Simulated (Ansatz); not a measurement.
# TiB2: response to strain

Aim: deform TiB2 (equal xx and yy strain of -3 %) and compute stress, forces and field gradients with LAPW, PAW and all-electron datasets made for the crystal.

Program: Ansatz 0.2.0. Level of theory: DFT PBEsol, scalar-relativistic. These are calculated values, not measurements.

## Step 1: The structure to begin with

The structure is hexagonal, space group P6/mmm (No. 191). The conventional cell has a = 3.029 Å, b = 3.029 Å, c = 3.228 Å, α = 90.00°, β = 90.00°, γ = 120.00°. Ti (site symmetry 6/mmm) is surrounded by 12 B at 2.38 Å. Around B (site symmetry -6m2) lie 3 B at 1.75 Å and 6 Ti at 2.38 Å.

As a file:

```
Ti B
1.0
     3.02920    0.00000    0.00000
    -1.51460    2.62336    0.00000
     0.00000    0.00000    3.22840
Ti B
1 2
Direct
  0.00000 0.00000 0.00000
  0.33333 0.66667 0.50000
  0.66667 0.33333 0.50000
```

Atoms are numbered in the order of the input: Ti1, B2, B3.

## Step 2: The deformed structure

Space group P6/mmm before, P6/mmm after.

## Step 3: LAPW, all electrons

Input file input.yaml:

```yaml
crystal:
  lattice:
    - [2.9383222556, 0.0, 0.0]
    - [-1.4691611278, 2.5446617178, 0.0]
    - [0.0, 0.0, 3.2284]
  atoms:
    - { symbol: Ti, position: [0.0, 0.0, 0.0] }
    - { symbol: B, position: [0.3333333333, 0.6666666667, 0.5] }
    - { symbol: B, position: [0.6666666667, 0.3333333333, 0.5] }
kpoints:
  mp_grid: { grid: [15, 15, 13] }
  band_path:
    path:
      - [0.0, 0.0, 0.0]
      - [0.5, 0.0, 0.0]
      - [0.3333333333, 0.3333333333, 0.0]
      - [0.0, 0.0, 0.0]
      - [0.0, 0.0, 0.5]
      - [0.5, 0.0, 0.5]
      - [0.3333333333, 0.3333333333, 0.5]
      - [0.0, 0.0, 0.5]
      - [0.5, 0.0, 0.5]
    npoints: 5
scf:
  occupations: { method: fermi_dirac, width: 0.08 }
hamiltonian:
  xc: pbesol
  pseudopotentials: { kind: all_electron, lapw: { basis_error: 0.001 } }
output:
  forces: true
  stress: true
  eigenvalues: true
```

Command:

```bash
$ ansatz run input.yaml --threads 1 --pin off --max-ram 6144MiB --backend cpu --events-out ev --progress --plain --runs-dir out
```

## Step 4: PAW with frozen cores

Input file input.yaml:

```yaml
crystal:
  lattice:
    - [2.9383222556, 0.0, 0.0]
    - [-1.4691611278, 2.5446617178, 0.0]
    - [0.0, 0.0, 3.2284]
  atoms:
    - { symbol: Ti, position: [0.0, 0.0, 0.0] }
    - { symbol: B, position: [0.3333333333, 0.6666666667, 0.5] }
    - { symbol: B, position: [0.6666666667, 0.3333333333, 0.5] }
kpoints:
  mp_grid: { grid: [15, 15, 13] }
scf:
  occupations: { method: fermi_dirac, width: 0.08 }
hamiltonian:
  xc: pbesol
  pseudopotentials: { kind: paw }
output:
  forces: true
  stress: true
  eigenvalues: true
  efg: { contact_densities: true }
  write_density: true
  write_potential: true
  elf: true
  volumetric_format: npy
```

## Step 5: Datasets made for this crystal

input.yaml: that of step 4 with these lines changed.

```diff
@@ -15,3 +15,3 @@
   xc: pbesol
-  pseudopotentials: { kind: paw }
+  pseudopotentials: { kind: all_electron, datasets: crystal }
 output:
@@ -21,5 +21 @@
   efg: { contact_densities: true }
-  write_density: true
-  write_potential: true
-  elf: true
-  volumetric_format: npy
```

(Steps that only read results are left out.)

Before running it: what results should come out? Wanted: pressure; largest shear or deviatoric stress.

As calculated:

```
                                 quantity                                              value
                                 pressure  LAPW 13.15, PAW 13.18, crystal datasets 13.15 GPa
largest shear or deviatoric stress (LAPW)                                          13.74 GPa
```

What this shows: The largest part of the stress beyond the pressure is 13.74 GPa in size, in the zz component; the atoms are carried along and not relaxed. No run of the undeformed cell stands beside it, so the pressure holds what the given cell had before the change. PAW: stress within 0.06 GPa of LAPW. Crystal datasets: stress within 0.01 GPa of LAPW.
